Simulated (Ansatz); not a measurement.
# TiW3C4: the cost of one run

Method: DFT PBE, scalar-relativistic, plane waves, PAW, in Ansatz 0.2.0.

### 1 The system as given

It takes space group I4/mmm (No. 139, tetragonal). Conventional cell: a = 4.898 Å, b = 4.898 Å, c = 9.796 Å, α = 90.00°, β = 90.00°, γ = 90.00°. Ti (site symmetry 4/mmm) is surrounded by 6 C at 2.45 Å. W (site symmetry -4m2) has 6 C at 2.45 Å as nearest neighbours. W (site symmetry 4/mmm) has 6 C at 2.45 Å as nearest neighbours. C (site symmetry mmm) is surrounded by 2 Ti at 2.45 Å and 4 W at 2.45 Å. Around C (site symmetry 4mm) lie 5 W at 2.45 Å and 1 Ti at 2.45 Å.

Structure file:

```
Ti W C
1.0
    -2.44901    2.44901    4.89803
     2.44901   -2.44901    4.89803
     2.44901    2.44901   -4.89803
Ti W C
1 3 4
Cartesian
  0.0000 0.0000 0.0000
  2.4490 0.0000 2.4490
  0.0000 2.4490 2.4490
  0.0000 0.0000 4.8980
  2.4490 0.0000 0.0000
  0.0000 0.0000 7.3470
  0.0000 2.4490 0.0000
  0.0000 0.0000 2.4490
```

The start is an ordering of an alloy on its end members' structure types: elements ordered on the sites of the TiC type, W/Ti on Ti (I4/mmm, No. 139).

### 2 A first look at the guess

The input, input.yaml:

```yaml
crystal:
  lattice:
    - [-2.44901275, 2.44901275, 4.89802551]
    - [2.44901275, -2.44901275, 4.89802551]
    - [2.44901275, 2.44901275, -4.89802551]
  atoms:
    - { symbol: Ti, position: [0.0, 0.0, 0.0] }
    - { symbol: W, position: [0.25, 0.75, 0.5] }
    - { symbol: W, position: [0.75, 0.25, 0.5] }
    - { symbol: W, position: [0.5, 0.5, 0.0] }
    - { symbol: C, position: [0.0, 0.5, 0.5] }
    - { symbol: C, position: [0.75, 0.75, 0.0] }
    - { symbol: C, position: [0.5, 0.0, 0.5] }
    - { symbol: C, position: [0.25, 0.25, 0.0] }
basis:
  ecutwfc: 420
kpoints:
  mp_grid: { grid: [6, 6, 6] }
hamiltonian:
  xc: pbe
scf:
  occupations: { method: gaussian, width: 0.1 }
  lower_state_search: "off"
output:
  forces: true
  stress: true
  eigenvalues: true
```

Command:

```sh
> ansatz run input.yaml --threads 1 --pin off --max-ram 2560MiB --backend cpu --events-out ev --progress --plain --runs-dir out
```

What time and memory should one allow on 1 thread of Arm Neoverse V2, shared host?

About 6.6 s, with a peak of 0.46 GiB.
